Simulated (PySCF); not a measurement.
# C4H4BFSe: the cost of one run

Computed with PySCF 2.14.0, with density-fitted response routines of our own, on a single molecule in the gas phase. Atoms count from 0, in the outputs and in this text.

## Step 1: The molecule as given

11 atoms, charge 0, multiplicity 1; geometry from: GFN2-xTB. The atoms were then displaced at random by about 0.01 Å, so the start is not that level's minimum.

Bonds of the start (Å): F0–B1 1.29, B1–C2 1.53, C2–C3 1.47, C3–C4 1.32, C4–Se5 1.87, Se5–C6 1.83, C6–C2 1.38, B1–H7 1.16, C3–H8 1.08, C4–H9 1.07, C6–H10 1.09.

## Step 2: Relaxing the molecule at PBE0-D3(BJ)/def2-SVP

Job settings and geometry (Å):

```
{"job": {"xc": "PBE0", "basis": "def2-SVP", "d3": "d3bj", "grid": 1, "shake": 0.01, "kind": "geom"}, "charge": 0, "multiplicity": 1}
F     -2.801910     0.410960     0.235560
B     -1.861480    -0.456370     0.071040
C     -0.411980     0.028140     0.020570
C      0.774140    -0.824730    -0.140850
C      1.940520    -0.213880    -0.164130
Se     1.780740     1.638130     0.048180
C     -0.022350     1.349990     0.144790
H     -2.170510    -1.568800    -0.033770
H      0.629790    -1.887720    -0.222170
H      2.904610    -0.671690    -0.260490
H     -0.723440     2.170140     0.285610
```

Started as:

```
$ OMP_NUM_THREADS=1 python probes_run.py task.json out
```

One launch serves the whole session: the jobs run in the order shown.

Q: Estimate the wall time and peak memory of this first job on 1 thread of Arm Neoverse V1, shared host.

About 66 s, with a peak of 0.52 GiB.
